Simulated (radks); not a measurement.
# The first electron to leave Nb⁺

Nb⁺ stands in [Kr] 4d4. From which sub-shell is an electron easiest to take? Each removal is a run of its own. The parent's configuration is the lowest that an earlier search found at this level.

The numbers are computed with radks (a radial shooting solver on a logarithmic mesh, Libxc functionals) version 1 (scalar-relativistic Kohn-Sham, BLYP, spin-polarised, spherical densities, finite nucleus; open shells are filled with parallel spins first), except any that are marked as measured or tabulated.

4 further runs of the same task are left out: 4 set aside as unsound or not needed.

## 1. What is computed

| Quantity | Value |
| --- | --- |
| element | niobium (Z = 41) |
| charge | +1 |
| electrons | 40 |
| configuration | [Kr] 4d4 |
| nuclear rms radius | 4.324 fm |

The outer shells:

Nb⁺
```
[Kr] core
4d [↑ ][↑ ][↑ ][↑ ][  ]
```

## 2. The parent, Nb⁺

From an earlier run at this level the parent has E = -3819.918343 hartree and these outer levels (eV):

```
  level  occupation  energy (eV)
  3d up           5      -202.30
3d down           5      -201.98
  4s up           1      -65.198
4s down           1      -63.295
  4p up           3      -41.434
4p down           3      -39.318
  4d up           4       -9.894
4d down           0       -7.823
```

## 3. Remove 4d: [Kr] 4d3

Settings of this run:

```text
Z 41
configuration [Kr] 4d3
relativity scalar-relativistic
functional b88,lyp
spin polarised
nucleus finite rms 4.324 fm
c 137.035999084
```

## 4. Remove 4p: [Ar] 3d10 4s2 4p5 4d4

Input: that of step 3 with these lines changed.

```diff
@@ -1,3 +1,3 @@
 Z 41
-configuration [Kr] 4d3
+configuration [Ar] 3d10 4s2 4p5 4d4
 relativity scalar-relativistic
```

## 5. Remove 4s: [Ar] 3d10 4s1 4p6 4d4

Settings of this run:

```text
Z 41
configuration [Ar] 3d10 4s1 4p6 4d4
relativity scalar-relativistic
functional b88,lyp
spin polarised
nucleus finite rms 4.324 fm
c 137.035999084
```

## 6. Remove 3d: [Ar] 3d9 4s2 4p6 4d4

Settings of this run:

```text
Z 41
configuration [Ar] 3d9 4s2 4p6 4d4
relativity scalar-relativistic
functional b88,lyp
spin polarised
nucleus finite rms 4.324 fm
c 137.035999084
```

## 7. Ion rearranged (move 4d to 5s after a removal): [Kr] 4d2 5s1

Settings of this run:

```text
Z 41
configuration [Kr] 4d2 5s1
relativity scalar-relativistic
functional b88,lyp
spin polarised
nucleus finite rms 4.324 fm
c 137.035999084
```

## 8. Ion rearranged (move 4d to 5p after a removal): [Kr] 4d2 5p1

Input: that of step 7 with these lines changed.

```diff
@@ -1,3 +1,3 @@
 Z 41
-configuration [Kr] 4d2 5s1
+configuration [Kr] 4d2 5p1
 relativity scalar-relativistic
```

What does the calculation give? Wanted: for each run, case; final configuration; Δ-SCF; −ε of the level emptied.

**Answer**, as computed:

```
                                          case    final configuration  Δ-SCF (eV)  −ε of the level emptied (eV)
                                     remove 4d               [Kr] 4d3      14.671                         9.894
ion rearranged (move 4d to 5s after a removal)           [Kr] 4d2 5s1      17.515                             -
ion rearranged (move 4d to 5p after a removal)           [Kr] 4d2 5p1      22.705                             -
                                     remove 4p  [Ar] 3d10 4s2 4p5 4d4      45.000                        39.318
                                     remove 4s  [Ar] 3d10 4s1 4p6 4d4      69.351                        63.295
                                     remove 3d   [Ar] 3d9 4s2 4p6 4d4      216.86                        201.98
```

**Reading.** Removal from 4d costs least (14.671 eV), ahead of 4p (45.000 eV). 4d is also the highest occupied level of the parent. NIST lists 14.320 eV (semi-empirical), between the same two configurations. Open shells are spherical and high-spin; term and fine-structure splittings are not resolved.
